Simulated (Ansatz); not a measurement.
**C₃H₇GaO: up Jacob's ladder to CCSD(T)**

The task here is to estimate one member of a computed series from the others.

The runs use Ansatz 0.2.0, Gaussian basis; functionals in def2-TZVPP, the program's frozen cores in correlated methods.

The runs, in order: PBE-D4, r2SCAN-D4, PBE0-D4, B3LYP-D4, ωB97X-V, ωB97M-V, B2PLYP; CCSD(T)/def2-TZVPP; MP2/def2-QZVPP; extrapolation to the limit.

## The geometry

An earlier PBE0-D4 in a triple-zeta def2 set relaxation fixed the geometry.

SMILES `C/C(O)=[CH]/[GaH2]`, 12 atoms, charge 0, spin multiplicity 1.

Atoms are counted from 1 here; the program's logs count them from 0.

Bond lengths: C1–C2 1.489 Å, C1–H6 1.093 Å, C1–H7 1.093 Å, C1–H8 1.088 Å, C2–O3 1.347 Å, C2–C4 1.350 Å, O3–H9 0.969 Å, C4–Ga5 1.919 Å, C4–H10 1.085 Å, Ga5–H11 1.561 Å, Ga5–H12 1.586 Å. Angles: C2–C1–H6 109.9°, C2–C1–H7 109.9°, C2–C1–H8 111.2°, H6–C1–H7 107.0°, H6–C1–H8 109.4°, H7–C1–H8 109.4°, C1–C2–O3 110.4°, C1–C2–C4 125.3°, O3–C2–C4 124.4°, C2–O3–H9 109.1°, C2–C4–Ga5 123.7°, C2–C4–H10 115.4°, Ga5–C4–H10 121.0°, C4–Ga5–H11 124.1°, C4–Ga5–H12 116.2°, H11–Ga5–H12 119.7°.

As a file:

| atom | x (Å) | y (Å) | z (Å) |
| --- | --- | --- | --- |
| C1 | -1.53599 | -0.59513 | 1.07619 |
| C2 | -0.33187 | -0.36807 | 0.23084 |
| O3 | 0.18512 | -1.54394 | -0.17457 |
| C4 | 0.17798 | 0.83970 | -0.09042 |
| Ga5 | 1.73468 | 1.07986 | -1.18594 |
| H6 | -1.27174 | -1.20588 | 1.94370 |
| H7 | -2.28799 | -1.15174 | 0.51037 |
| H8 | -1.96270 | 0.34670 | 1.41414 |
| H9 | 0.96589 | -1.37515 | -0.72229 |
| H10 | -0.35552 | 1.69224 | 0.31591 |
| H11 | 2.33313 | 2.47105 | -1.56483 |
| H12 | 2.42592 | -0.24485 | -1.71909 |

The first run:

Input file in.yaml:

```yaml
crystal:
  periodic: [false, false, false]
  atoms:
    - {symbol: C, position_ang: [-1.535993, -0.595125, 1.076192]}
    - {symbol: C, position_ang: [-0.331867, -0.368070, 0.230841]}
    - {symbol: O, position_ang: [0.185122, -1.543936, -0.174573]}
    - {symbol: C, position_ang: [0.177978, 0.839696, -0.090420]}
    - {symbol: Ga, position_ang: [1.734678, 1.079860, -1.185943]}
    - {symbol: H, position_ang: [-1.271736, -1.205881, 1.943697]}
    - {symbol: H, position_ang: [-2.287992, -1.151737, 0.510368]}
    - {symbol: H, position_ang: [-1.962705, 0.346702, 1.414137]}
    - {symbol: H, position_ang: [0.965894, -1.375150, -0.722288]}
    - {symbol: H, position_ang: [-0.355522, 1.692243, 0.315907]}
    - {symbol: H, position_ang: [2.333126, 2.471047, -1.564827]}
    - {symbol: H, position_ang: [2.425917, -0.244848, -1.719089]}
basis:
  gaussian: {orbitals: def2-TZVPP}
hamiltonian: {xc: pbe, dispersion: d4}
output: {forces: true, orbitals: {seedname: orbitals}}
```

Started as:

```sh
$ ansatz run in.yaml --threads 4 --pin off --events-out ev --progress --plain --max-ram 10444MiB
```

Steps of the session up to this table: PBE-D4 (GGA); r2SCAN-D4 (meta-GGA); PBE0-D4 (hybrid); B3LYP-D4 (hybrid); ωB97X-V (range-separated); ωB97M-V (range-separated); B2PLYP (double hybrid); CCSD(T) in def2-TZVPP; MP2 in def2-QZVPP.

One table of the session follows, with a row left open; its other results are not shown here.

```
            method  atomisation energy (eV)
            PBE-D4                   46.864
         r2SCAN-D4                   46.116
           PBE0-D4                   46.046
          B3LYP-D4                   45.737
           ωB97X-V                   45.927
           ωB97M-V                   45.903
            B2PLYP                   45.353
     HF/def2-TZVPP                   33.285
    MP2/def2-TZVPP                   45.621
   CCSD/def2-TZVPP                   44.176
CCSD(T)/def2-TZVPP                   44.892
           MP2/CBS                        ?
       CCSD(T)/CBS                   45.896
```

**Question.** Estimate the row for MP2/CBS.

The run gave: atomisation energy (eV): 46.625. In the column «atomisation energy (eV)» it lies between r2SCAN-D4 (46.116) and PBE-D4 (46.864).

Caveats from the session: Free atoms (3 C, 1 O, 1 Ga, 7 H) were run apart at each level; the atomisation energy is their sum less the molecule, without zero-point or spin-orbit terms.
